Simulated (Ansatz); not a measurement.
# GaH₅SSi: small, medium and large basis sets

An exercise on one series of results from a longer session: the logs are not shown, and one member is left open.

Method: one geometry, several basis sets; program: Ansatz 0.2.0, Gaussian basis.

Levels to be run: PBE0-D4/def2-SVP; ωB97M-V/def2-SVP; PBE0-D4/def2-QZVPP; ωB97M-V/def2-QZVPP; the functionals' def2-TZVPP values are taken from earlier runs.

## The geometry

The geometry comes from an earlier relaxation with PBE0-D4 in a triple-zeta def2 set; it is a stationary point, not always the lowest conformer.

SMILES `S[SiH2][GaH2]`, 8 atoms, charge 0, spin multiplicity 1.

Atoms are counted from 1 here; the program's logs count them from 0.

Bond lengths: S1–Si2 2.165 Å, S1–H4 1.344 Å, Si2–Ga3 2.400 Å, Si2–H5 1.490 Å, Si2–H6 1.486 Å, Ga3–H7 1.574 Å, Ga3–H8 1.570 Å. Angles: Si2–S1–H4 95.0°, S1–Si2–Ga3 100.7°, S1–Si2–H5 111.0°, S1–Si2–H6 103.1°, Ga3–Si2–H5 117.4°, Ga3–Si2–H6 115.4°, H5–Si2–H6 108.1°, Si2–Ga3–H7 117.7°, Si2–Ga3–H8 122.5°, H7–Ga3–H8 119.3°.

Set-up of the first run:

in.yaml reads:

```yaml
crystal:
  periodic: [false, false, false]
  atoms:
    - {symbol: S, position_ang: [-2.103802, 0.384269, 0.021266]}
    - {symbol: Si, position_ang: [-0.036746, 1.024329, -0.031060]}
    - {symbol: Ga, position_ang: [1.085553, -1.066680, 0.323784]}
    - {symbol: H, position_ang: [-1.983102, -0.487529, -0.994588]}
    - {symbol: H, position_ang: [0.263100, 1.756888, -1.293263]}
    - {symbol: H, position_ang: [0.045333, 1.990777, 1.095233]}
    - {symbol: H, position_ang: [1.025634, -2.134460, -0.831178]}
    - {symbol: H, position_ang: [1.704031, -1.467594, 1.709806]}
basis:
  gaussian: {orbitals: def2-SVP}
hamiltonian: {xc: pbe0, dispersion: d4}
output: {orbitals: {seedname: orbitals}}
```

The run is started by

```bash
$ ansatz run in.yaml --threads 2 --pin off --events-out ev --progress --plain --max-ram 4352MiB
```

Steps of the session up to this table: PBE0-D4 in def2-SVP; ωB97M-V in def2-SVP; PBE0-D4 in def2-QZVPP; ωB97M-V in def2-QZVPP.

One table of the session follows, with a row left open; its other results are not shown here.

It belongs to the step «Density functionals: the series». 

| functional | basis | HOMO (eV) | LUMO (eV) |
| --- | --- | --- | --- |
| PBE0-D4 | def2-SVP | -6.96 | -2.13 |
| PBE0-D4 | def2-TZVPP | -7.01 | -2.16 |
| PBE0-D4 | def2-QZVPP | ? | ? |
| ωB97M-V | def2-SVP | -8.94 | -0.37 |
| ωB97M-V | def2-TZVPP | -9.03 | -0.44 |
| ωB97M-V | def2-QZVPP | -9.05 | -0.55 |

**Question.** Estimate the row for PBE0-D4, def2-QZVPP.

**Answer.** HOMO (eV): -7.02; LUMO (eV): -2.18. In the column «HOMO (eV)» it lies between ωB97M-V, def2-SVP (-8.94) and PBE0-D4, def2-TZVPP (-7.01).
